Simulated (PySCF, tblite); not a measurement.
# C6H6F3OP: geometry, infrared bands and NMR shifts

What infrared bands and NMR shifts should C6H6F3OP (`O=[P@]1(C(F)=C(F)F)C=CCC1`) show?

Programs: tblite 0.8.0 and PySCF 2.14.0, with density-fitted response routines of our own. Each step states its level of theory. These are calculated values for one molecule in the gas phase, unless marked as measured. Atoms are numbered from 0 throughout.

## Step 1: Starting geometry

17 atoms, charge 0, multiplicity 1; geometry from: force field or distance geometry start.

Bonds of the start (Å): O0–P1 1.50, P1–C2 1.74, C2–F3 1.36, C2–C4 1.35, C4–F5 1.37, C4–F6 1.36, P1–C7 1.81, C7–C8 1.32, C8–C9 1.45, C9–C10 1.48, C10–P1 1.84, C7–H11 1.09, C8–H12 1.09, C9–H13 1.13, C9–H14 1.13, C10–H15 1.12, C10–H16 1.10.

## Step 2: Geometry optimisation with GFN2-xTB

Job settings and geometry (Å):

```
{"job": {"kind": "relax", "xc": "GFN2-xTB", "basis": "xTB"}, "charge": 0, "multiplicity": 1}
O     -1.797400    -1.083700     0.999500
P     -0.748200    -0.264500     0.317000
C     -1.278100     1.241400    -0.368800
F     -0.722400     2.436000    -0.016200
C     -2.277200     1.258300    -1.275500
F     -2.674600     2.458900    -1.804800
F     -2.889100     0.117500    -1.700200
C      0.254800    -1.280200    -0.802400
C      1.535800    -1.168600    -0.494100
C      1.812400    -0.293900     0.626900
C      0.647600    -0.042700     1.502200
H     -0.217500    -1.873000    -1.589400
H      2.299000    -1.708700    -1.061400
H      2.275900     0.656200     0.237800
H      2.601600    -0.771500     1.273000
H      0.612100     1.043600     1.781300
H      0.558400    -0.712900     2.365200
```

Launch:

```
OMP_NUM_THREADS=1 python probes_run.py task.json out
```

The driver reads the jobs from task.json and runs them one after another.

**Question.** This job is followed by: GFN2-xTB harmonic vibrations, gas phase; GIAO PBE0/pcSseg-1 NMR shielding, non-relativistic, gas phase. Predict these results of the whole session: strongest single infrared mode (GFN2-xTB); zero-point energy (GFN2-xTB); 13C shifts against TMS (PBE0/pcSseg-1); 1H shifts against TMS (PBE0/pcSseg-1); 17O shifts against H2O (PBE0/pcSseg-1); 31P shifts against H3PO4 (PBE0/pcSseg-1); 19F shifts against CFCl3 (PBE0/pcSseg-1).

**Answer**, as computed:

```
                                 quantity                                       value
strongest single infrared mode (GFN2-xTB)                       1749 cm⁻¹, 241 km/mol
             zero-point energy (GFN2-xTB)                               69.1 kcal/mol
   13C shifts against TMS (PBE0/pcSseg-1)  169.9, 157.5, 140.8, 135.9, 31.1, 27.3 ppm
    1H shifts against TMS (PBE0/pcSseg-1)      6.98, 6.68, 2.63, 2.50, 2.41, 1.82 ppm
   17O shifts against H2O (PBE0/pcSseg-1)                                   120.0 ppm
 31P shifts against H3PO4 (PBE0/pcSseg-1)                                    28.6 ppm
 19F shifts against CFCl3 (PBE0/pcSseg-1)                   -89.3, -115.4, -210.1 ppm
```

Over 88 steps the energy fell by 0.951 eV; of the close pairs, P1–C2 changed most, 1.737 to 1.851 Å. All 45 modes are real, so the xTB geometry is a minimum. The strongest single mode, at 1749 cm⁻¹, moves mainly C4 and C2. GFN2-xTB is a fitted tight-binding method: band positions and strengths are rough. Its intensities can rank the bands wrongly. At PBE0/pcSseg-1: The largest span, 321 ppm, is at P1, where the paramagnetic term is -673 ppm.
